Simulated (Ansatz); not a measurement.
# ZrH2 (triplet): wave-function methods side by side at scale of all distances = 1.324, def2-SVP

Aim: climb from Hartree-Fock through coupled cluster and multireference methods for ZrH2 (triplet) at one geometry and basis, and see what each rung misses.

The runs use Ansatz 0.2.0, Gaussian basis; def2-SVP, core rule «outside noble gas», up to 4 orbitals frozen.

Plan: UHF; CCSD(T) on ROHF; CCSD(T) on UHF; CISD; CCSDT(Q) on ROHF; CCSDT(Q) on UHF; CASSCF and MRCISD+Q, 4 electrons in 4 orbitals; CASSCF and NEVPT2, 4 electrons in 4 orbitals; Full CI.

21 further runs of the same task are left out: 8 for a known fault of the program, 13 that didn't finish.

## Step 1: The system

The geometry derives from a PBE0/def2-TZVP stationary point (not a proven minimum). All distances are scaled together. No spin-orbit coupling is included. Elements past krypton take def2 core potentials.

3 atoms, charge 0, spin multiplicity 3.

Atoms are counted from 1 here; the program's logs count them from 0.

Bond lengths: Zr1–H2 2.599 Å, Zr1–H3 2.599 Å. Angles: H2–Zr1–H3 180.0°.

## Step 2: UHF

File in.yaml:

```yaml
crystal:
  periodic: [false, false, false]
  atoms:
    - {symbol: Zr, position_ang: [0.000000, 0.000000, 0.000000]}
    - {symbol: H, position_ang: [0.000000, 0.000000, -2.599409]}
    - {symbol: H, position_ang: [0.000000, 0.000000, 2.599409]}
basis:
  gaussian: {orbitals: def2-SVP}
magnetization: {spin_polarized: true, initial_magnetization: 2}
hamiltonian: {xc: hf}
output: {orbitals: {seedname: orbitals}}
```

Command:

```bash
ansatz run in.yaml --threads 1 --pin off --events-out ev --progress --plain --max-ram 2393MiB
```

After this run come: CCSD(T) on ROHF; CCSD(T) on UHF; CISD; CCSDT(Q) on ROHF; CCSDT(Q) on UHF; CASSCF and MRCISD+Q, 4 electrons in 4 orbitals; CASSCF and NEVPT2, 4 electrons in 4 orbitals; Full CI.

**Question.** What will the summary of the whole plan be? Wanted: FCI below the RHF energy; RMP2 from FCI; UMP2 from FCI; RCCSD from FCI; RCCSD(T) from FCI; UCCSD(T) from FCI; RCCSDT(Q) from FCI; UCCSDT(Q) from FCI; NEVPT2 pair from FCI.

As calculated:

```
                         quantity                                              value
         FCI below the RHF energy                                         -2.2166 eV
                    RMP2 from FCI                                         +709.9 meV
                    UMP2 from FCI                                         +643.8 meV
                   RCCSD from FCI                                          +78.7 meV
                RCCSD(T) from FCI                                          +30.4 meV
                UCCSD(T) from FCI                                          -43.7 meV
               RCCSDT(Q) from FCI                                           +0.7 meV
               UCCSDT(Q) from FCI                                          -74.8 meV
             NEVPT2 pair from FCI                                         +572.1 meV
           MRCISD+Q pair from FCI                                           -7.6 meV
levels within 1 kcal/mol (43 meV)  UCCSD, RCCSD(T), RCCSDT, RCCSDT(Q), MRCISD+Q pair
                    T1 diagnostic                                              0.032
   effectively unpaired electrons                                               2.10
```

What this shows: RCCSD(T) lands +30.4 meV from the yardstick (1.4 % of the correlation energy). CCSD(T) misses by +30.4 meV on the restricted determinant and by -43.7 meV on the unrestricted one; the two need not hold the same state or core. UCCSD(T), UCCSDT, UCCSDT(Q), MRCISD+Q pair fall below full CI: unrestricted runs freeze a spin-polarised core, another one than full CI's, and coupled cluster isn't variational. One determinant dominates. Of the multireference levels listed MRCISD+Q pair comes nearest in total energy (-7.6 meV), which doesn't show that its space is the better one. These misses are within one basis, not against nature; the frozen cores of restricted and unrestricted runs differ, which can shift their rows.
